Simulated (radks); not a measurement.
**Ionisation energy and size from La⁺ to Gd⁺**

An exercise on one series of results from a longer session: the logs are not shown, and one member is left open.

Program: radks (a radial shooting solver on a logarithmic mesh, Libxc functionals) version 1. Level of theory: Dirac Kohn-Sham, LDA (Slater exchange, Perdew-Wang correlation), spin-unpolarised, spherical densities, finite nucleus; open shells fill j = l - 1/2 first. These are calculated values, not measurements, unless marked.

### What is computed

- species: La⁺, Ce⁺, Pr⁺, Nd⁺, Pm⁺, Sm⁺, Eu⁺, Gd⁺
- runs: 16, each species and its next ion

The first run:

Input:

```text
Z 57
configuration [Xe] 5d2
relativity Dirac
functional lda,pw
spin unpolarised
j_filling energy
nucleus finite rms 4.855 fm
c 137.035999084
```

Steps of the session up to this table: La⁺, [Xe] 5d2; La²⁺, [Xe] 5d1; Ce⁺, [Xe] 4f1 5d2; Ce²⁺, [Xe] 4f2; Pr⁺, [Xe] 4f3 6s1; Pr²⁺, [Xe] 4f3; Nd⁺, [Xe] 4f4 6s1; Nd²⁺, [Xe] 4f4; Pm⁺, [Xe] 4f5 6s1; Pm²⁺, [Xe] 4f5; Sm⁺, [Xe] 4f6 6s1; Sm²⁺, [Xe] 4f6; Eu⁺, [Xe] 4f7 6s1; Eu²⁺, [Xe] 4f7; Gd⁺, [Xe] 4f7 5d1 6s1; Gd²⁺, [Xe] 4f7 5d1.

One of the session's tables, all rows but one given; the rest of the session is left out.

```
species  Δ-SCF (eV)  −ε(HOMO) (eV)  its <r> (bohr)
    La⁺      11.080          7.415            2.87
    Ce⁺       9.713          7.462            2.82
    Pr⁺      10.813          7.385            4.03
    Nd⁺      10.975          8.008            3.97
    Pm⁺      11.128          8.518            3.92
    Sm⁺      11.277          8.665            3.86
    Eu⁺      11.426          8.723            3.81
    Gd⁺           ?              ?               ?
```

Q: Estimate the row for Gd⁺ from the others.

**Answer.** Δ-SCF (eV): 12.334; −ε(HOMO) (eV): 8.772; its <r> (bohr): 3.63. In the column «Δ-SCF (eV)» it is the highest.

Limits of these values: For Pr⁺, Nd⁺, Pm⁺, Eu⁺, Gd⁺ the highest level isn't the widest one, so −ε(HOMO) and <r> belong to different orbitals, and Δ-SCF follows the ion's typed configuration. Spin polarisation and multiplet splitting are left out, so open shells lie too high by an amount that depends on their filling.
